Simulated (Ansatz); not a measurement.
# AlClGa2H5N: up Jacob's ladder to CCSD(T)

One table from this session's results is given with a row withheld; the runs are named, their logs left out.

Program: Ansatz 0.2.0, Gaussian basis. Level of theory: functionals in def2-TZVPP, the program's frozen cores in correlated methods. These are calculated values, not measurements.

Levels to be run: LDA (SPW92), PBE-D4, revPBE-D4, BLYP-D4, r2SCAN-D4, B97M-V, PBE0-D4, B3LYP-D4, r2SCANh-D4, r2SCAN0-D4, HSE06-D4, BHLYP-D4, CAM-B3LYP-D4, LC-ωPBE, ωB97X-V, ωB97M-V, B2PLYP, PBE-QIDH; CCSD(T)/def2-SVP; CCSD(T)/def2-TZVPP; MP2/def2-QZVPP; extrapolation to the limit; RPA on PBE.

### Structure used throughout

All runs share one geometry, relaxed beforehand with PBE0-D4 in a triple-zeta def2 set.

SMILES `[AlH2][NH][Ga]([Cl])[GaH2]`, 10 atoms, charge 0, spin multiplicity 1.

Atoms are counted from 1 here; the program's logs count them from 0.

Bond lengths: Al1–N2 1.754 Å, Al1–H6 1.573 Å, Al1–H7 1.643 Å, N2–Ga3 1.877 Å, N2–H8 1.010 Å, Ga3–Cl4 2.158 Å, Ga3–Ga5 2.459 Å, Ga5–H9 1.568 Å, Ga5–H10 1.568 Å. Angles: N2–Al1–H6 132.0°, N2–Al1–H7 111.7°, H6–Al1–H7 116.2°, Al1–N2–Ga3 111.1°, Al1–N2–H8 127.0°, Ga3–N2–H8 121.8°, N2–Ga3–Cl4 113.3°, N2–Ga3–Ga5 103.7°, Cl4–Ga3–Ga5 143.1°, Ga3–Ga5–H9 118.6°, Ga3–Ga5–H10 118.6°, H9–Ga5–H10 121.8°.

Coordinates:

```xyz
10
AlClGa2H5N
Al   -1.58190    0.08924    0.53598
N    -0.87554   -1.27968   -0.30292
Ga    0.92532   -0.96001   -0.72271
Cl    1.86405   -2.60412   -1.75808
Ga    1.33725    1.29583    0.16526
H    -3.02568    0.34530    1.10443
H    -0.49428    1.30346    0.74242
H    -1.33462   -2.14530   -0.54970
H     1.96891    1.43608    1.59379
H     1.21650    2.51921   -0.80847
```

The first run:

in.yaml reads:

```yaml
crystal:
  periodic: [false, false, false]
  atoms:
    - {symbol: Al, position_ang: [-1.581898, 0.089237, 0.535979]}
    - {symbol: N, position_ang: [-0.875537, -1.279683, -0.302919]}
    - {symbol: Ga, position_ang: [0.925320, -0.960010, -0.722709]}
    - {symbol: Cl, position_ang: [1.864046, -2.604123, -1.758080]}
    - {symbol: Ga, position_ang: [1.337249, 1.295832, 0.165264]}
    - {symbol: H, position_ang: [-3.025684, 0.345295, 1.104428]}
    - {symbol: H, position_ang: [-0.494279, 1.303464, 0.742420]}
    - {symbol: H, position_ang: [-1.334625, -2.145299, -0.549702]}
    - {symbol: H, position_ang: [1.968911, 1.436079, 1.593792]}
    - {symbol: H, position_ang: [1.216497, 2.519208, -0.808473]}
basis:
  gaussian: {orbitals: def2-TZVPP}
hamiltonian: {xc: lda}
output: {orbitals: {seedname: orbitals}}
```

The run is started by

```
$ ansatz run in.yaml --threads 2 --pin off --events-out ev --progress --plain --max-ram 32768MiB --backend cuda --devices 0, --max-vram 18GiB
```

Steps of the session up to this table: LDA; PBE-D4 (GGA); revPBE-D4 (GGA); BLYP-D4 (GGA); r2SCAN-D4 (meta-GGA); B97M-V (meta-GGA); B3LYP-D4 (hybrid); r2SCANh-D4 (hybrid); r2SCAN0-D4 (hybrid); HSE06-D4 (hybrid); BHLYP-D4 (hybrid); CAM-B3LYP-D4 (range-separated); LC-ωPBE (range-separated); ωB97X-V (range-separated); ωB97M-V (range-separated); B2PLYP (double hybrid); PBE-QIDH (double hybrid).

One of the session's tables, all rows but one given; the rest of the session is left out.

It belongs to the step «Frontier levels by functional». 

| functional | HOMO (eV) | LUMO (eV) | gap (eV) |
| --- | --- | --- | --- |
| LDA (SPW92) | -6.35 | -2.51 | 3.84 |
| PBE-D4 | -6.19 | -2.25 | 3.94 |
| revPBE-D4 | -6.13 | -2.14 | 3.99 |
| BLYP-D4 | -6.04 | -2.12 | 3.92 |
| r2SCAN-D4 | -6.45 | -1.95 | 4.50 |
| B97M-V | -6.49 | -2.15 | 4.34 |
| PBE0-D4 | -7.22 | -1.49 | 5.73 |
| B3LYP-D4 | ? | ? | ? |
| r2SCANh-D4 | -6.82 | -1.69 | 5.14 |
| r2SCAN0-D4 | -7.39 | -1.31 | 6.08 |
| HSE06-D4 | -6.83 | -1.86 | 4.97 |
| BHLYP-D4 | -8.13 | -0.72 | 7.42 |
| CAM-B3LYP-D4 | -8.43 | -0.56 | 7.88 |
| LC-ωPBE | -9.69 | 0.52 | 10.21 |
| ωB97X-V | -9.38 | 0.39 | 9.77 |
| ωB97M-V | -9.23 | 0.13 | 9.36 |

Q: Estimate the row for B3LYP-D4 from the others.

Worked estimate for «HOMO (eV)». Against the share of exact exchange, BLYP-D4 (0, -6.04), BHLYP-D4 (0.5, -8.13) give a slope of -4.18 per unit share; at 0.2 the line stands at -6.88.

As computed: HOMO (eV): -7.03; LUMO (eV): -1.69; gap (eV): 5.34. In «HOMO (eV)» the line misses by +0.15.
